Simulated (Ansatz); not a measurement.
# Y5Fe14Ni: the cost of one run

Method: DFT PBE, scalar-relativistic, plane waves, PAW, in Ansatz 0.2.0.

### 1 Starting point

The cell holds 20 atoms (Fe14NiY5): a = 6.927 Å, b = 6.923 Å, c = 7.145 Å, α = 86.11°, β = 87.02°, γ = 91.58°.

It is the last frame of an earlier stage of the same melt, run at 1880 K.

The coordinates stand in the first input below.

### 2 Langevin stage at 1050 K

One k point, a Fermi-Dirac width of 0.090 eV and a fixed cell.

File input.yaml:

```yaml
crystal:
  lattice:
    - [6.923604, -0.098592, 0.184883]
    - [-0.098592, 6.9182, 0.239849]
    - [0.184883, 0.239849, 7.138223]
  atoms:
    - { symbol: Fe, position: [0.7286416783, 0.2758675587, 0.3176298336] }
    - { symbol: Fe, position: [0.8131880701, 0.4730627656, 0.6072016784] }
    - { symbol: Fe, position: [0.9934272825, 0.764796991, 0.0225019664] }
    - { symbol: Fe, position: [0.6666953726, 0.9600908162, 0.3935621375] }
    - { symbol: Fe, position: [0.5218355451, 0.5519621679, 0.3667610251] }
    - { symbol: Fe, position: [0.1411432791, 0.5427957553, 0.3062912094] }
    - { symbol: Fe, position: [0.0328117205, 0.6535325964, 0.7363456899] }
    - { symbol: Fe, position: [0.901947145, 0.0648955553, 0.2008394846] }
    - { symbol: Fe, position: [0.1267871778, 0.0224219412, 0.9476516453] }
    - { symbol: Fe, position: [0.3162035716, 0.6506190917, 0.0241804223] }
    - { symbol: Fe, position: [0.8146278558, 0.7091157678, 0.3918439585] }
    - { symbol: Fe, position: [0.5866455887, 0.7495013189, 0.1116732606] }
    - { symbol: Fe, position: [0.7367421289, 0.5020840653, 0.0087186228] }
    - { symbol: Fe, position: [0.414737366, 0.352938211, 0.1544373423] }
    - { symbol: "Y", position: [0.2853706812, 0.3253667625, 0.6653992928] }
    - { symbol: "Y", position: [0.6146480855, 0.0757397874, 0.9570024561] }
    - { symbol: "Y", position: [0.5338994695, 0.6775052929, 0.7075714745] }
    - { symbol: "Y", position: [0.2830044393, 0.9289655245, 0.2710161089] }
    - { symbol: "Y", position: [0.9542312772, 0.0081135552, 0.6002161814] }
    - { symbol: Ni, position: [0.0361040696, 0.3186385912, 0.0517022202] }
  symmetry: { detect: false }
basis:
  ecutwfc: 420
  xc_grid: 1
kpoints:
  mp_grid: { grid: [1, 1, 1], shift: [0.25, 0.25, 0.25] }
hamiltonian:
  xc: pbe
scf:
  occupations: { method: fermi_dirac, width: 0.0905 }
  lower_state_search: "off"
  convergence: { dr2_threshold: 1.0e-05 }
output:
  forces: true
  stress: true
md:
  timestep: 3.0
  n_steps: 64
  ensemble: nvt_langevin
  friction: 0.03
  temperature: 1050.0
  initial_velocities: maxwell_boltzmann
  seed: 67803
```

On the command line:

```
$ ansatz run input.yaml --threads 2 --pin off --max-ram 5120MiB --backend cpu --events-out ev --progress --plain --runs-dir out
```

What time and memory should one allow on 2 threads of Arm Neoverse V2, shared host?

About 3.5 min, with a peak of 0.68 GiB.
